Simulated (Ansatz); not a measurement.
# SiTeH3− (SMILES [SiH2-][TeH]): single points off equilibrium

The task here is to estimate one member of a computed series from the others.

Method: single points in def2-TZVPPD; program: Ansatz 0.2.0, Gaussian basis.

Cores are frozen in the correlated methods. Filled d shells of the heavier atoms are correlated. Core potentials replace the inner electrons past krypton, and spin-orbit coupling is left out.

## Starting geometry

SMILES `[SiH2-][TeH]`, 5 atoms, charge -1, spin multiplicity 1.

Atoms are counted from 1 here; the program's logs count them from 0.

Bond lengths: Si1–Te2 2.597 Å, Si1–H3 1.438 Å, Si1–H4 1.510 Å, Te2–H5 1.705 Å. Angles: Te2–Si1–H3 95.6°, Te2–Si1–H4 78.3°, H3–Si1–H4 84.2°, Si1–Te2–H5 92.3°.

Coordinates:

```xyz
5
H3SiTe
Si   -0.5708   -0.7723   -0.3969
Te    0.9179    1.2061    0.3874
H    -1.0709   -1.0989    0.9109
H     0.6737   -1.4917    0.0662
H     0.3030    2.2377   -0.8226
```

The first run:

Input file run/in.yaml:

```yaml
crystal:
  periodic: [false, false, false]
  atoms:
    - {symbol: Si, position_ang: [-0.570775, -0.772306, -0.396917]}
    - {symbol: Te, position_ang: [0.917865, 1.206093, 0.387353]}
    - {symbol: H, position_ang: [-1.070906, -1.098890, 0.910891]}
    - {symbol: H, position_ang: [0.673706, -1.491678, 0.066166]}
    - {symbol: H, position_ang: [0.302971, 2.237733, -0.822583]}
basis:
  gaussian: {orbitals: "def2-TZVPPD.json"}
total_charge: -1
hamiltonian: {xc: pbe, dispersion: d4}
output: {forces: true}
```

The basis file named in the input lies beside it (Basis Set Exchange, JSON).

Command:

```bash
> ansatz run in.yaml --threads 2 --pin off --events-out ev --progress --plain --max-ram 3481MiB
```

Among the steps run: PBE-D4/def2-TZVPPD; r2SCAN-D4/def2-TZVPPD; PBE0-D4/def2-TZVPPD; wB97M-V/def2-TZVPPD; CCSD(T)/def2-TZVPPD.

One of the session's tables, all rows but one given; the rest of the session is left out.

```
   method  RMS force component (eV/Å)  angle to CCSD(T) forces (°)
   PBE-D4                       0.739                         15.7
r2SCAN-D4                       0.717                          5.5
  PBE0-D4                       0.727                          6.0
  wB97M-V                           ?                            ?
  CCSD(T)                       0.733                    reference
```

Estimate the missing values for wB97M-V.

The run gave: RMS force component (eV/Å): 0.717; angle to CCSD(T) forces (°): 2.7.
